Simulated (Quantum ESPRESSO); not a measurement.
Crystal: MgI2.

```
I Mg
1.0
     4.14000    0.00000    0.00000
    -2.07000    3.58535    0.00000
     0.00000    0.00000    6.88000
I Mg
2 1
Direct
  0.66667 0.33333 0.75000
  0.33333 0.66667 0.25000
  0.00000 0.00000 0.00000
```

Base run:

| Quantity | Value |
| --- | --- |
| Program | Quantum ESPRESSO 7.5 |
| Functional | PBEsol |
| Potentials or basis | GBRV 1.5 PBEsol |
| Cutoff | 612 eV |
| Density cutoff | 4898 eV |
| k mesh | 8 × 8 × 4 |
| Occupations | fermi-dirac, width 0.05 eV |
| Spin | no spin polarisation |

Its results: band gap on the k mesh 3.43 eV, indirect (least direct gap 3.51 eV); pressure -0.8 GPa; largest force 0.293 eV/Å.

Question: The run is repeated on the same cell with these changes: functional from PBEsol to LDA; potentials or basis from GBRV 1.5 PBEsol to GBRV 1.5 LDA. What comes out?

Answer: Band gap on the k mesh 3.32 eV, indirect (least direct gap 3.36 eV); pressure -2.0 GPa; largest force 0.370 eV/Å.

Caveats: spin-orbit coupling is left out, which moves the levels of the heavy elements; the cell's inner coordinates are idealised or old, which leaves forces on the atoms; this functional lacks dispersion, which binds the layers, so the pressure and a relaxed spacing across them are unreliable (some runs).
